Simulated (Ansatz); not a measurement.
# SnF4: the cost of one run

Method: DFT LDA, scalar-relativistic, plane waves, PAW, in Ansatz 0.2.0.

## (1) The system as given

It takes space group I4/mmm (No. 139, tetragonal). Conventional cell: a = 4.050 Å, b = 4.050 Å, c = 7.930 Å, α = 90.00°, β = 90.00°, γ = 90.00°. Sn (site symmetry 4/mmm) is surrounded by 6 F at 1.88 to 2.02 Å. F (site symmetry 4mm) has 1 Sn at 1.88 Å as nearest neighbours. Around F (site symmetry mmm) lie 2 Sn at 2.02 Å.

Coordinates:

```
CELL_PARAMETERS angstrom
-2.02500 2.02500 3.96500
2.02500 -2.02500 3.96500
2.02500 2.02500 -3.96500
ATOMIC_POSITIONS crystal
Sn 0.00000 0.00000 0.00000
F 0.23700 0.23700 0.00000
F 0.76300 0.76300 0.00000
F 0.50000 0.00000 0.50000
F 0.00000 0.50000 0.50000
```

The structure comes from the Crystallography Open Database.

## (2) Quick check of gap, pressure and forces

input.yaml reads:

```yaml
crystal:
  lattice:
    - [-2.025, 2.025, 3.965]
    - [2.025, -2.025, 3.965]
    - [2.025, 2.025, -3.965]
  atoms:
    - { symbol: Sn, position: [0.0, 0.0, 0.0] }
    - { symbol: F, position: [0.237, 0.237, 0.0] }
    - { symbol: F, position: [0.763, 0.763, 0.0] }
    - { symbol: F, position: [0.5, 0.0, 0.5] }
    - { symbol: F, position: [0.0, 0.5, 0.5] }
basis:
  ecutwfc: 420
kpoints:
  mp_grid: { grid: [6, 6, 6] }
hamiltonian:
  xc: lda
scf:
  occupations: { method: gaussian, width: 0.1 }
output:
  forces: true
  stress: true
  eigenvalues: true
```

What time and memory should one allow on 1 thread of an x86-64 CPU, shared host?

About 1.5 s, with a peak of 0.46 GiB.
